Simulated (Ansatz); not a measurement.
This script makes a scan of the bond length of AsLi with the Python package of Ansatz (0.2.0).

`run_scan.py`:
```python
'''Potential curve of AsLi along one bond.'''

import warnings

import ansatz as az
from ase.data import atomic_masses, atomic_numbers
import numpy as np

BASIS = 'def2-SVP'
XC = 'pbe0'

GEOMETRY = '''
Li    0.00000    0.00000    0.00000
As    0.00000    0.00000    2.46000
'''


def main() -> None:
    warnings.simplefilter('ignore', az.DeckWarning)

    geometry = az.Crystal.molecule()
    for line in GEOMETRY.strip().splitlines():
        symbol, *xyz = line.split()
        geometry = geometry.atom(symbol, [float(v) for v in xyz])

    symbols = [site.symbol for site in geometry.cartesian_sites]
    start = np.array([site.position_ang for site in geometry.cartesian_sites])
    axis = (start[1] - start[0]) / np.linalg.norm(start[1] - start[0])
    moving = [1]
    lengths, energies = [2.165, 2.263, 2.362, 2.46, 2.558, 2.657, 2.755, 2.903], []
    for length in lengths:
        xyz = start.copy()
        xyz[moving] += (length - np.linalg.norm(start[1] - start[0])) * axis
        point = az.Crystal.molecule()
        for symbol, place in zip(symbols, xyz):
            point = point.atom(symbol, place.tolist())
        model = point.calculation().basis(gaussian=BASIS).functional(XC).spin('collinear', total=2)
        report = model.run(threads=1).report
        energies.append(report['free_energy_ev'])
        print(f'r = {length:6.3f} A  E = {energies[-1]:.5f} eV  <S^2> = {abs(report["mean_field"]["state"]["spin_squared"]):.3f}')

    # quartic fit about the minimum
    fit = np.polynomial.Polynomial.fit(lengths, np.array(energies) - min(energies), 4).convert()
    roots = [r.real for r in fit.deriv().roots() if abs(r.imag) < 1e-9 and fit.deriv(2)(r.real) > 0]
    r_e = min(roots, key=lambda r: abs(r - lengths[int(np.argmin(energies))]))
    print(f'minimum of the fit at {r_e:.4f} A, force constant {fit.deriv(2)(r_e):.2f} eV/A^2')
    m1, m2 = (atomic_masses[atomic_numbers[s]] for s in symbols)
    mu = m1 * m2 / (m1 + m2)
    print(f'harmonic wavenumber {521.4709 * np.sqrt(fit.deriv(2)(r_e) / mu):.0f} 1/cm, rotational constant {16.857629 / (mu * r_e ** 2):.4f} 1/cm')


if __name__ == '__main__':
    main()
```

Where along the scan is the Li-As distance of lowest energy, and how steep are the two sides?

The lowest point is at 2.460 Å. At the shortest distance (2.16 Å) the energy is 0.20 eV higher, at the longest (2.90 Å) 0.32 eV.

The output:

```console
$ python run_scan.py
r =  2.165 A  E = -61029.04926 eV  <S^2> = 2.003
r =  2.263 A  E = -61029.18232 eV  <S^2> = 2.004
r =  2.362 A  E = -61029.24176 eV  <S^2> = 2.005
r =  2.460 A  E = -61029.24687 eV  <S^2> = 2.007
r =  2.558 A  E = -61029.21368 eV  <S^2> = 2.009
r =  2.657 A  E = -61029.15260 eV  <S^2> = 2.013
r =  2.755 A  E = -61029.07334 eV  <S^2> = 2.020
r =  2.903 A  E = -61028.93178 eV  <S^2> = 2.037
minimum of the fit at 2.4207 A, force constant 4.60 eV/A^2
harmonic wavenumber 444 1/cm, rotational constant 0.4529 1/cm
```

Total energies depend on the basis set; only differences at equal settings carry meaning. The basis set is modest, and single-reference methods fail as a bond breaks. The species is open-shell (spin multiplicity 3). The spin state was assumed, and another may lie lower. Wall time of the script: 11 s on 1 thread of Arm Neoverse V2, with other jobs on the host, peak memory 0.18 GiB.
